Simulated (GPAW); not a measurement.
A run of GPAW 26.7.0 is set up as follows.

run.py

```python
from ase import Atoms
from ase.dft.bandgap import bandgap
from ase.io import write
from ase.units import GPa
from gpaw import GPAW, PW

atoms = Atoms(['Bi', 'Te'],
              cell=[[0.0, 3.235, 3.235],
                    [3.235, 0.0, 3.235],
                    [3.235, 3.235, 0.0]],
              scaled_positions=[[0.0, 0.0, 0.0],
                                [0.5, 0.5, 0.5]],
              pbc=True)

calc = GPAW(mode=PW(600),
            xc='LDA',
            kpts={'size': (7, 7, 7), 'gamma': True},
            occupations={'name': 'fermi-dirac', 'width': 0.05},
            nbands=20,
            convergence={'density': 1e-05, 'energy': 1e-05},
            maxiter=150,
            txt='gpaw.txt')
atoms.calc = calc
energy = atoms.get_potential_energy()
forces = atoms.get_forces()
stress = atoms.get_stress()
calc.write('gs.gpw')
write('result.traj', atoms)
print(f'Energy: {energy:.6f} eV')
print('Forces (eV/A):')
print(forces.round(4))
print('Stress (GPa):', (stress / GPa).round(3))
print('Fermi level:', round(calc.get_fermi_level(), 4), 'eV')
print(f'Gap: {bandgap(calc)[0]:.4f} eV, direct: {bandgap(calc, direct=True)[0]:.4f} eV')

path = atoms.cell.bandpath('GXWKGLUWLK,UX', npoints=80, eps=1e-4)
bs_calc = calc.fixed_density(kpts=path, symmetry='off', nbands=34,
                             convergence={'bands': 'CBM+6.0', 'eigenstates': 1e-6}, txt='bands.txt')
bs = bs_calc.band_structure()
bs.write('bs.json')
print(f'Gap on the path: {bandgap(bs_calc)[0]:.4f} eV')
```

Potentials or basis: the program's PAW data sets (release 1.2.1) made for this functional, pw.

The run is started by

```console
$ OMP_NUM_THREADS=1 python run.py
```

(1) Estimate the band gap along the path.

(2) Predict the pressure.

## Answers

(1) none (metal or under the smearing width).

(2) -2.9 GPa.

Caveat: spin-orbit coupling is left out, which moves the levels of the heavy elements.
